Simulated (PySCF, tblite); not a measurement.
# C₃H₁₀GeO, a small molecule taken as a stand-in for a surface group: NMR shifts, core binding energies and electronic excitations, part 2 of 2

tblite 0.8.0 and PySCF 2.14.0. Atoms count from 0, parts from 1. Earlier steps stand in the parts before.

### Step 5. Core holes by ΔSCF: SCAN, X2C

Job settings and geometry (Å):

```
{"job": {"kind": "xps", "holes": 5}, "charge": 0, "multiplicity": 1}
Ge    -0.016258     0.025484     0.271447
C      1.218255    -1.471037     0.261646
C      0.774494     1.611360    -0.546819
C     -1.716166    -0.419640    -0.579553
O     -0.292918     0.333906     2.019261
H      2.141110    -1.203528     0.796473
H      1.479954    -1.756216    -0.768225
H      0.766023    -2.339020     0.762924
H      1.665681     1.921042     0.018666
H      0.063223     2.450848    -0.561906
H      1.078242     1.399667    -1.583694
H     -2.421242     0.423403    -0.518737
H     -2.174569    -1.293066    -0.092896
H     -1.562458    -0.655200    -1.643959
H     -1.016303     0.947207     2.180761
```

Method: delta-SCF UKS SCAN, pcX-2 on the ionised atom, pcseg-1 elsewhere, spin-free X2C.

The program printed:

```text
ground state, core basis on atom 1 (C), 164 functions
  cycle   1  E = -2289.35849750  |g| = 8.95e-01
  cycle   2  E = -2289.03444290  |g| = 1.52e+00
  cycle   3  E = -2289.51902019  |g| = 2.78e-01
  cycle   4  E = -2289.53732214  |g| = 3.46e-02
  cycle   5  E = -2289.53761956  |g| = 7.24e-03
  cycle   6  E = -2289.53763140  |g| = 4.20e-03
  cycle   7  E = -2289.53763558  |g| = 1.19e-03
  cycle   8  E = -2289.53763520  |g| = 2.56e-04
  E(ground) = -2289.67948200 Eh
hole in C 1s of atom 1
  cycle   1  E = -2278.30753548  |g| = 1.50e+00
  cycle   2  E = -2277.71339528  |g| = 1.76e+00
  cycle   3  E = -2278.83659689  |g| = 3.23e-01
  cycle   4  E = -2278.87074533  |g| = 1.44e-01
  cycle   5  E = -2278.87930334  |g| = 5.20e-02
  cycle   6  E = -2278.88003030  |g| = 2.49e-02
  cycle   7  E = -2278.88029523  |g| = 6.79e-03
  cycle   8  E = -2278.88031748  |g| = 1.31e-03
  cycle   9  E = -2278.88032098  |g| = 6.52e-04
  cycle  10  E = -2278.88032292  |g| = 4.29e-04
  E(ion) = -2279.02108985 Eh   <S^2> = 0.7680   hole on atom = 1.000   binding energy = 290.030 eV
ground state, core basis on atom 2 (C), 164 functions
  cycle   1  E = -2289.53774672  |g| = 5.67e-02
  cycle   2  E = -2289.53768980  |g| = 2.06e-02
  cycle   3  E = -2289.53765891  |g| = 2.33e-02
  cycle   4  E = -2289.53780168  |g| = 1.51e-03
  cycle   5  E = -2289.53780129  |g| = 6.26e-04
  cycle   6  E = -2289.53780187  |g| = 9.20e-05
  E(ground) = -2289.67940621 Eh
hole in C 1s of atom 2
  cycle   1  E = -2278.30596115  |g| = 1.51e+00
  cycle   2  E = -2277.64242951  |g| = 1.80e+00
  cycle   3  E = -2278.81546884  |g| = 3.94e-01
  cycle   4  E = -2278.83541775  |g| = 3.36e-01
  cycle   5  E = -2278.87889549  |g| = 6.62e-02
  cycle   6  E = -2278.88035657  |g| = 2.67e-02
  cycle   7  E = -2278.88072947  |g| = 5.24e-03
  cycle   8  E = -2278.88074724  |g| = 1.41e-03
  cycle   9  E = -2278.88074924  |g| = 8.16e-04
  cycle  10  E = -2278.88074914  |g| = 5.44e-04
  cycle  11  E = -2278.88074956  |g| = 7.92e-05
  E(ion) = -2279.02171908 Eh   <S^2> = 0.7680   hole on atom = 1.000   binding energy = 290.010 eV
ground state, core basis on atom 3 (C), 164 functions
  cycle   1  E = -2289.53794921  |g| = 5.69e-02
  cycle   2  E = -2289.53788479  |g| = 2.19e-02
  cycle   3  E = -2289.53785963  |g| = 2.41e-02
  cycle   4  E = -2289.53801965  |g| = 1.21e-03
  cycle   5  E = -2289.53801420  |g| = 3.14e-04
  E(ground) = -2289.67946801 Eh
hole in C 1s of atom 3
  cycle   1  E = -2278.30416990  |g| = 1.51e+00
  cycle   2  E = -2277.64146221  |g| = 1.80e+00
  cycle   3  E = -2278.81336322  |g| = 3.95e-01
  cycle   4  E = -2278.83352366  |g| = 3.37e-01
  cycle   5  E = -2278.87716931  |g| = 6.59e-02
  cycle   6  E = -2278.87861213  |g| = 2.69e-02
  cycle   7  E = -2278.87898547  |g| = 5.13e-03
  cycle   8  E = -2278.87900599  |g| = 1.46e-03
  cycle   9  E = -2278.87900533  |g| = 8.73e-04
  cycle  10  E = -2278.87900723  |g| = 5.38e-04
  cycle  11  E = -2278.87900589  |g| = 7.86e-05
  E(ion) = -2279.01951469 Eh   <S^2> = 0.7680   hole on atom = 1.000   binding energy = 290.072 eV
ground state, core basis on atom 4 (O), 164 functions
  cycle   1  E = -2289.57012260  |g| = 9.79e-02
  cycle   2  E = -2289.56942437  |g| = 7.39e-02
  cycle   3  E = -2289.56968429  |g| = 6.38e-02
  cycle   4  E = -2289.57039403  |g| = 5.09e-03
  cycle   5  E = -2289.57040030  |g| = 1.30e-03
  cycle   6  E = -2289.57040117  |g| = 1.90e-04
  E(ground) = -2289.70844637 Eh
hole in O 1s of atom 4
  cycle   1  E = -2268.99435967  |g| = 2.22e+00
  cycle   2  E = -2268.58756286  |g| = 2.18e+00
  cycle   3  E = -2269.77356889  |g| = 3.84e-01
  cycle   4  E = -2269.80604582  |g| = 1.65e-01
  cycle   5  E = -2269.82092933  |g| = 3.59e-02
  cycle   6  E = -2269.82161194  |g| = 8.25e-03
  cycle   7  E = -2269.82163853  |g| = 3.88e-03
  cycle   8  E = -2269.82164820  |g| = 1.54e-03
  cycle   9  E = -2269.82164999  |g| = 3.45e-04
  E(ion) = -2269.96135319 Eh   <S^2> = 0.7625   hole on atom = 1.000   binding energy = 537.346 eV
```

It took 51 s on 1 thread of Intel Xeon Platinum 8375C at 2.90GHz, shared host; peak memory 0.62 GiB.

Binding energies by hole, beside the orbital energy of the ground state; the difference holds orbital relaxation and, for a density functional, its self-interaction error:

```csv
hole,stands for,environment,ΔSCF (eV),−ε (eV),⟨S²⟩
C1s on C1,C1,"carbon bonded to Ge, 3 H",290.03,273.2,0.768
C1s on C2,C2,"carbon bonded to Ge, 3 H",290.01,273.3,0.768
C1s on C3,C3,"carbon bonded to Ge, 3 H",290.07,273.3,0.768
O1s on O4,O4,"oxygen bonded to Ge, H",537.35,515.9,0.763
```

### Step 6. Excited states and response: CAM-B3LYP/def2-SVPD

The job, as its differences from that of step 5:

```diff
@@ -1,2 +1,2 @@
-{"job": {"kind": "xps", "holes": 5}, "charge": 0, "multiplicity": 1}
+{"job": {"kind": "uv", "xc": "CAM-B3LYP", "basis": "def2-SVPD", "nstates": 6, "ntriplets": 2, "ip": true}, "charge": 0, "multiplicity": 1}
 Ge    -0.016258     0.025484     0.271447
```

Method: TDDFT CAM-B3LYP/def2-SVPD, vertical, gas phase, core orbitals frozen in the response.

The program printed:

```text
coarse grid: 52856 points
cycle   1  E = -2272.1082108900  dE = -4.487e-01  |g| = 8.470e-01  |ddm| = 4.781e+00
cycle   2  E = -2272.0085127208  dE =  9.970e-02  |g| = 1.148e+00  |ddm| = 1.924e+00
cycle   3  E = -2272.2373133496  dE = -2.288e-01  |g| = 1.186e-01  |ddm| = 1.065e+00
cycle   4  E = -2272.2400639065  dE = -2.751e-03  |g| = 3.421e-02  |ddm| = 1.656e-01
cycle   5  E = -2272.2402755190  dE = -2.116e-04  |g| = 5.532e-03  |ddm| = 3.820e-02
cycle   6  E = -2272.2402801326  dE = -4.614e-06  |g| = 1.904e-03  |ddm| = 9.528e-03
final grid: 111592 points
cycle   7  E = -2272.2402592216  dE = -2.520e-07  |g| = 1.752e-03  |ddm| = 5.939e-03
cycle   8  E = -2272.2402592451  dE = -2.349e-08  |g| = 1.740e-03  |ddm| = 3.697e-03
cycle   9  E = -2272.2402597104  dE = -4.653e-07  |g| = 1.947e-04  |ddm| = 1.765e-03
cycle  10  E = -2272.2402597176  dE = -7.195e-09  |g| = 1.582e-05  |ddm| = 1.884e-04
cycle  11  E = -2272.2402597177  dE = -1.146e-10  |g| = 9.734e-06  |ddm| = 5.586e-05
converged SCF energy = -2272.2402597177

Static polarisability (au): isotropic 71.546, principal 66.880 73.759 73.999

Singlet excitations
state   eV       nm        f      main configurations
  1   6.9011    179.7   0.05714   H->L 0.77, H->L+1 0.13
  2   7.6340    162.4   0.08081   H-1->L 0.89
  3   7.7864    159.2   0.03365   H->L+1 0.52, H->L 0.17, H-2->L 0.15
  4   8.2015    151.2   0.05236   H-1->L+1 0.56, H-3->L 0.26
  5   8.4844    146.1   0.00181   H-2->L 0.29, H->L+3 0.28, H->L+1 0.24
  6   8.6049    144.1   0.03290   H->L+2 0.76, H-3->L 0.10

Triplet excitations (Tamm-Dancoff, eV): 6.5776 7.3761
Vertical ionisation energy (delta-SCF) = 9.9950 eV
```

Wall time 2.2 min (1 thread of Intel Xeon Platinum 8375C at 2.90GHz, shared host); peak memory 1.1 GiB.

Frontier orbitals and where they lie:

```csv
orbital,eV,atoms
HOMO−3,-10.83,"O4 56 %, Ge0 12 %, C1 10 %"
HOMO−2,-10.75,"O4 49 %, C2 12 %, Ge0 11 %"
HOMO−1,-9.68,"C1 27 %, Ge0 19 %, C3 17 %"
HOMO,-9.21,"O4 35 %, C2 21 %, Ge0 14 %"
LUMO,0.79,"Ge0 29 %, O4 12 %, C3 9 %"
LUMO+1,1.75,"O4 25 %, H14 12 %, C1 12 %"
LUMO+2,2.05,"C3 19 %, C2 14 %, H12 10 %"
```

With each of the 6 states as a Gaussian band of 0.4 eV half-width at 1/e, the curve within the window shown has maxima at 178 nm (ε 2,500), 160 nm (ε 5,000) L/(mol cm). Beyond the last state computed it falls off for lack of states. The curve at chosen wavelengths:

nm, ε (L/mol/cm) and a bar:
```
      139        880 ####
      141       1413 #######
      144       2233 ############
      146       2697 ###############
      148       3077 ##################
      150       3400 ####################
      153       3897 #######################
      155       4291 ##########################
      157       4687 ############################
      160       4998 ##############################
      162       4848 #############################
      164       4405 ##########################
      166       3795 ######################
      169       2939 #################
      171       2588 ###############
      173       2443 ##############
      175       2437 ##############
      178       2474 ##############
      180       2408 ##############
      182       2228 ############
      185       1781 ##########
      187       1427 #######
      189       1082 #####
      191        779 ###
      194        433 #
      196        277
```

Further results of this job:

```
           property  computed
  dipole moment (D)      1.89
polarisability (Å³)     10.60
 HOMO–LUMO gap (eV)     10.00
      −ε(HOMO) (eV)      9.21
```

### Step 7. Results

What follows sums up all 2 parts.

| quantity | value |
| --- | --- |
| point group | C1 |
| rotational constants (main isotopes) | 3.08, 3.05, 2.87 GHz |
| ¹³C shifts against TMS (PBE0/pcSseg-1) | 2.1, 1.7, -0.6 ppm |
| ¹H shifts against TMS (PBE0/pcSseg-1) | 0.50, 0.44, 0.41, 0.38, 0.23, 0.18, 0.12, 0.06, -0.08, -0.35 ppm |
| ⁷³Ge shifts against GeMe4 (PBE0/pcSseg-1) | 109 ppm |
| ¹⁷O shifts against H2O (PBE0/pcSseg-1) | 27.6 ppm |
| C1s binding energies, SCAN/pcX-2 | C3 290.07, C1 290.03, C2 290.01 eV |
| O1s binding energies, SCAN/pcX-2 | O4 537.35 eV |
| lowest singlet (CAM-B3LYP/def2-SVPD) | 6.90 eV (180 nm), f = 0.057 |
| brightest single state of those computed | state 2, 7.63 eV, f = 0.081 |
| lowest triplet | 6.58 eV |
| vertical ionisation energy (ΔSCF) | 10.00 eV |

What this shows: The optimisation took 5 steps and gained 0.168 eV; among the close pairs (by a distance rule), Ge0–C2 changed most, from 2.024 to 1.952 Å (PBE0/def2-SVP). At PBE0/pcSseg-1: Shielding is most anisotropic at Ge0 (span 142 ppm, paramagnetic term -1535 ppm). The C1s levels computed lie within 0.06 eV of one another, too close to rank. The lowest singlet, at 6.90 eV, is HOMO→LUMO 0.77, HOMO→LUMO+1 0.13 and is bright; of the 6 states computed, the strongest absorption comes from state 2 at 7.63 eV (the last state computed is bright too, and its partners may lie past the list). The lowest triplet lies 0.32 eV below the lowest singlet (triplets in Tamm-Dancoff, singlets in full TDDFT). ΔSCF puts the ionisation energy at 10.00 eV, 0.78 eV above −ε(HOMO). Spin-orbit coupling is left out, which matters for shieldings and couplings at and beside the heavy atoms. A capped cluster stands for the solid here, so long-range fields and strain are missing, and bands or shifts of the capping hydrogens have no counterpart in it.
